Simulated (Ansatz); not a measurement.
# C₁₀H₁₉NTi: up Jacob's ladder to CCSD(T)

An exercise on one series of results from a longer session: the logs are not shown, and one member is left open.

Computed with Ansatz 0.2.0, Gaussian basis. Level: functionals in def2-TZVPP, the program's frozen cores in correlated methods.

The runs, in order: LDA (SPW92), PBE-D4, revPBE-D4, BLYP-D4, r2SCAN-D4, B97M-V, PBE0-D4, B3LYP-D4, r2SCANh-D4, r2SCAN0-D4, HSE06-D4, BHLYP-D4, CAM-B3LYP-D4, LC-ωPBE, ωB97X-V, ωB97M-V, B2PLYP, PBE-QIDH; CCSD(T)/def2-SVP; CCSD(T)/def2-TZVPP; MP2/def2-QZVPP; extrapolation to the limit; RPA on PBE.

## The geometry

All runs share one geometry, relaxed beforehand with PBE0-D4 in a triple-zeta def2 set.

SMILES `C[N](C)[Ti]1234([CH3])([CH3])[C@@H]5[C@H]1[C@H]2[C@@]3(C)[C@@H]54`, 31 atoms, charge 0, spin multiplicity 1.

Atoms are counted from 1 here; the program's logs count them from 0.

Bond lengths: C1–N2 1.439 Å, C1–H13 1.101 Å, C1–H14 1.100 Å, C1–H15 1.092 Å, N2–C3 1.438 Å, N2–Ti4 1.895 Å, C3–H16 1.093 Å, C3–H17 1.101 Å, C3–H18 1.100 Å, Ti4–C5 2.100 Å, Ti4–C6 2.102 Å, Ti4–C7 2.386 Å, Ti4–C8 2.425 Å, Ti4–C9 2.400 Å, Ti4–C10 2.360 Å, Ti4–C12 2.350 Å, C5–H19 1.094 Å, C5–H20 1.098 Å and more. Angles: N2–C1–H13 111.8°, N2–C1–H14 111.1°, N2–C1–H15 111.1°, H13–C1–H14 107.2°, H13–C1–H15 108.0°, H14–C1–H15 107.5°, C1–N2–C3 112.6°, C1–N2–Ti4 124.2°, C3–N2–Ti4 122.3°, N2–C3–H16 111.0°, N2–C3–H17 111.9°, N2–C3–H18 111.2°, H16–C3–H17 107.9°, H16–C3–H18 107.3°, H17–C3–H18 107.3°, N2–Ti4–C5 104.8°, N2–Ti4–C6 102.2°, N2–Ti4–C7 119.9° and more.

Coordinates:

```xyz
31
charge 0, multiplicity 1
C     0.4092    2.5396   -0.4415
N     0.2267    1.5143    0.5518
C     0.9488    1.7858    1.7655
Ti   -0.6029   -0.1561    0.2185
C    -1.9854    0.2278   -1.3149
C    -1.8470   -0.3782    1.8983
C     0.4125   -2.1674    1.0025
C    -0.5003   -2.5703    0.0095
C    -0.0864   -2.0129   -1.2125
C     1.0945   -1.2643   -0.9892
C     1.8766   -0.5164   -2.0149
C     1.4011   -1.3728    0.3848
H     1.4712    2.6766   -0.6983
H     0.0335    3.5090   -0.0828
H    -0.1306    2.2976   -1.3592
H     0.8086    0.9830    2.4932
H     2.0298    1.8943    1.5841
H     0.6004    2.7168    2.2356
H    -1.5428    0.3904   -2.3025
H    -2.4914    1.1511   -1.0030
H    -2.7347   -0.5640   -1.4050
H    -1.2892   -0.3690    2.8407
H    -2.4977    0.5049    1.8838
H    -2.4672   -1.2777    1.8798
H     0.3527   -2.4072    2.0533
H    -1.3947   -3.1532    0.1715
H    -0.5910   -2.1170   -2.1613
H     2.4812    0.2683   -1.5572
H     1.2250   -0.0524   -2.7588
H     2.5550   -1.1876   -2.5506
H     2.2345   -0.8931    0.8787
```

Set-up of the first run:

File in.yaml:

```yaml
crystal:
  periodic: [false, false, false]
  atoms:
    - {symbol: C, position_ang: [0.409197, 2.539620, -0.441530]}
    - {symbol: N, position_ang: [0.226728, 1.514292, 0.551832]}
    - {symbol: C, position_ang: [0.948801, 1.785824, 1.765542]}
    - {symbol: Ti, position_ang: [-0.602897, -0.156092, 0.218516]}
    - {symbol: C, position_ang: [-1.985410, 0.227819, -1.314851]}
    - {symbol: C, position_ang: [-1.847001, -0.378194, 1.898307]}
    - {symbol: C, position_ang: [0.412511, -2.167360, 1.002549]}
    - {symbol: C, position_ang: [-0.500296, -2.570309, 0.009524]}
    - {symbol: C, position_ang: [-0.086357, -2.012860, -1.212541]}
    - {symbol: C, position_ang: [1.094458, -1.264280, -0.989230]}
    - {symbol: C, position_ang: [1.876645, -0.516431, -2.014945]}
    - {symbol: C, position_ang: [1.401121, -1.372803, 0.384805]}
    - {symbol: H, position_ang: [1.471178, 2.676645, -0.698265]}
    - {symbol: H, position_ang: [0.033499, 3.508984, -0.082797]}
    - {symbol: H, position_ang: [-0.130619, 2.297631, -1.359178]}
    - {symbol: H, position_ang: [0.808632, 0.983030, 2.493177]}
    - {symbol: H, position_ang: [2.029815, 1.894291, 1.584129]}
    - {symbol: H, position_ang: [0.600417, 2.716783, 2.235626]}
    - {symbol: H, position_ang: [-1.542768, 0.390384, -2.302530]}
    - {symbol: H, position_ang: [-2.491448, 1.151088, -1.003004]}
    - {symbol: H, position_ang: [-2.734677, -0.564026, -1.405037]}
    - {symbol: H, position_ang: [-1.289229, -0.369020, 2.840731]}
    - {symbol: H, position_ang: [-2.497743, 0.504869, 1.883828]}
    - {symbol: H, position_ang: [-2.467216, -1.277720, 1.879762]}
    - {symbol: H, position_ang: [0.352738, -2.407164, 2.053253]}
    - {symbol: H, position_ang: [-1.394737, -3.153220, 0.171526]}
    - {symbol: H, position_ang: [-0.590985, -2.117002, -2.161257]}
    - {symbol: H, position_ang: [2.481153, 0.268315, -1.557207]}
    - {symbol: H, position_ang: [1.224968, -0.052391, -2.758846]}
    - {symbol: H, position_ang: [2.555033, -1.187606, -2.550551]}
    - {symbol: H, position_ang: [2.234497, -0.893086, 0.878663]}
basis:
  gaussian: {orbitals: def2-TZVPP}
hamiltonian: {xc: lda}
output: {orbitals: {seedname: orbitals}}
```

Command:

```sh
> ansatz run in.yaml --threads 11 --pin off --events-out ev --progress --plain --max-ram 166912MiB --backend cuda --devices 0, --max-vram 75GiB
```

Among the steps run: LDA; PBE-D4 (GGA); revPBE-D4 (GGA); BLYP-D4 (GGA); r2SCAN-D4 (meta-GGA); B97M-V (meta-GGA); B3LYP-D4 (hybrid); r2SCANh-D4 (hybrid); r2SCAN0-D4 (hybrid); HSE06-D4 (hybrid); BHLYP-D4 (hybrid); CAM-B3LYP-D4 (range-separated); LC-ωPBE (range-separated); ωB97X-V (range-separated); ωB97M-V (range-separated); B2PLYP (double hybrid); PBE-QIDH (double hybrid).

One of the session's tables, all rows but one given; the rest of the session is left out.

It belongs to the step «Frontier levels by functional». 

```
  functional  HOMO (eV)  gap (eV)
 LDA (SPW92)      -5.21      2.76
      PBE-D4      -5.06      2.87
   revPBE-D4      -5.00      2.90
     BLYP-D4      -4.94      2.86
   r2SCAN-D4      -5.23      3.19
      B97M-V      -5.34      3.29
     PBE0-D4      -6.15      5.06
    B3LYP-D4      -5.98      4.61
  r2SCANh-D4      -5.65      4.03
  r2SCAN0-D4      -6.28      5.29
    HSE06-D4      -5.76      4.29
    BHLYP-D4      -7.16      7.30
CAM-B3LYP-D4      -7.44      7.47
     LC-ωPBE      -8.70      9.86
     ωB97X-V      -8.39      9.50
     ωB97M-V          ?         ?
```

Q: Estimate the row for ωB97M-V from the others.

The run gave: HOMO (eV): -8.32; gap (eV): 9.35. In the column «HOMO (eV)» it lies between ωB97X-V (-8.39) and CAM-B3LYP-D4 (-7.44).
